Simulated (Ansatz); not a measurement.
# SrMg: strong compression

An exercise on one series of results from a longer session: the logs are not shown, and one member is left open.

Computed with Ansatz 0.2.0 (DFT LDA, with the methods named in each step, unless a step's input says otherwise).

**The starting structure**

It takes space group Pm-3m (No. 221, cubic). Conventional cell: a = 3.900 Å, b = 3.900 Å, c = 3.900 Å, α = 90.00°, β = 90.00°, γ = 90.00°. Sr (site symmetry m-3m) is surrounded by 8 Mg at 3.38 Å. Mg (site symmetry m-3m) is surrounded by 8 Sr at 3.38 Å.

Structure file:

```
Sr Mg
1.0
     3.90000    0.00000    0.00000
     0.00000    3.90000    0.00000
     0.00000    0.00000    3.90000
Sr Mg
1 1
Direct
  0.50000 0.50000 0.50000
  0.00000 0.00000 0.00000
```

Whether this phase is the stable one at these pressures isn't tested.

Atoms are numbered in the order of the input: Sr1, Mg2.

The first run:

File input.yaml:

```yaml
crystal:
  lattice:
    - [3.9, 0.0, 0.0]
    - [0.0, 3.9, 0.0]
    - [0.0, 0.0, 3.9]
  atoms:
    - { symbol: Sr, position: [0.5, 0.5, 0.5] }
    - { symbol: Mg, position: [0.0, 0.0, 0.0] }
kpoints:
  mp_grid: { grid: [9, 9, 9] }
  band_path:
    path:
      - [0.0, 0.0, 0.0]
      - [0.0, 0.5, 0.0]
      - [0.5, 0.5, 0.0]
      - [0.0, 0.0, 0.0]
      - [0.5, 0.5, 0.5]
      - [0.0, 0.5, 0.0]
      - [0.5, 0.5, 0.5]
      - [0.5, 0.5, 0.0]
    npoints: 14
scf:
  occupations: { method: fermi_dirac, width: 0.05 }
hamiltonian:
  xc: lda
  pseudopotentials: { kind: all_electron, lapw: { basis_error: 0.001 } }
output:
  forces: true
  stress: true
  eigenvalues: true
  populations: true
```

On the command line:

```console
> ansatz run input.yaml --threads 1 --pin off --max-ram 2048MiB --backend cpu --events-out ev --progress --plain --runs-dir out
```

Among the steps run: The reference volume, LAPW; Volume scaled by 1, crystal datasets; Volume scaled by 0.85, LAPW; Volume scaled by 0.7, LAPW; Volume scaled by 0.6, LAPW; Volume scaled by 0.6, norm-conserving.

One table of the session follows, with a row left open; its other results are not shown here.

```
          method  volume over the first  volume (Å³/atom)  pressure (GPa)
            LAPW                      1            29.659            3.43
            LAPW                   0.85            25.211           10.95
            LAPW                    0.7            20.762           25.85
            LAPW                    0.6                 ?               ?
             PAW                      1            29.659            3.43
             PAW                   0.85            25.211           10.94
             PAW                    0.7            20.762           25.84
             PAW                    0.6            17.796           43.82
crystal datasets                      1            29.659            3.43
 norm-conserving                    0.6            17.796           43.94
```

Q: Estimate the row for LAPW, 0.6 from the others.

As computed: volume (Å³/atom): 17.796; pressure (GPa): 43.84.

To keep in mind: Warnings in the runs' records: gradients without spin orbit, crystal datasets made.
